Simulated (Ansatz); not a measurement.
# BrF2H3Si: the cost of one run

Method: RKS PBE/def2-SVP, in Ansatz 0.2.0.

## Step 1: The system as given

Bond lengths: Si1–Br2 2.698 Å, Si1–F3 1.588 Å, Si1–F4 1.596 Å, Si1–H5 1.439 Å. Angles: Br2–Si1–F3 107.6°, Br2–Si1–F4 129.5°, Br2–Si1–H5 92.3°, F3–Si1–F4 111.8°, F3–Si1–H5 108.0°, F4–Si1–H5 104.0°.

As a file:

```xyz
7

Si   -0.4397    0.1243    0.4261
Br    1.2884   -1.8587   -0.1765
F    -1.5905    0.1067   -0.6676
F    -0.1447    1.6015    0.9525
H    -0.9214   -0.5694    1.5911
H     1.1795   -0.1010   -1.1181
H     0.6284    0.6965   -1.0074
```

## Step 2: Pulling towards end A

Springs on the bonds that form and break draw the guess towards this end; the thresholds are loose.

Input file input.yaml:

```yaml
crystal:
  periodic: [false, false, false]
  atoms:
    - { symbol: Si, position_ang: [-0.4397, 0.1243, 0.4261] }
    - { symbol: Br, position_ang: [1.2884, -1.8587, -0.1765] }
    - { symbol: F, position_ang: [-1.5905, 0.1067, -0.6676] }
    - { symbol: F, position_ang: [-0.1447, 1.6015, 0.9525] }
    - { symbol: H, position_ang: [-0.9214, -0.5694, 1.5911] }
    - { symbol: H, position_ang: [1.1795, -0.101, -1.1181] }
    - { symbol: H, position_ang: [0.6284, 0.6965, -1.0074] }
basis:
  gaussian: { orbitals: def2-SVP }
hamiltonian:
  xc: pbe
relax:
  f_tol: 0.15
  max_steps: 25
  restrain:
    - { distance: [0, 6], at: 2.72, k: 30.0 }
    - { distance: [5, 1], at: 2.81, k: 30.0 }
    - { distance: [0, 1], at: 2.31, k: 30.0 }
    - { distance: [5, 6], at: 0.62, k: 30.0 }
```

Launch:

```bash
> ansatz run input.yaml --threads 2 --pin off --max-ram 3072MiB --backend cpu --events-out ev --progress --plain --runs-dir out
```

**Question.** How long does this run take on 2 threads of Arm Neoverse V1, shared host, and how much memory does it need?

About 14 s, with a peak of 0.13 GiB.
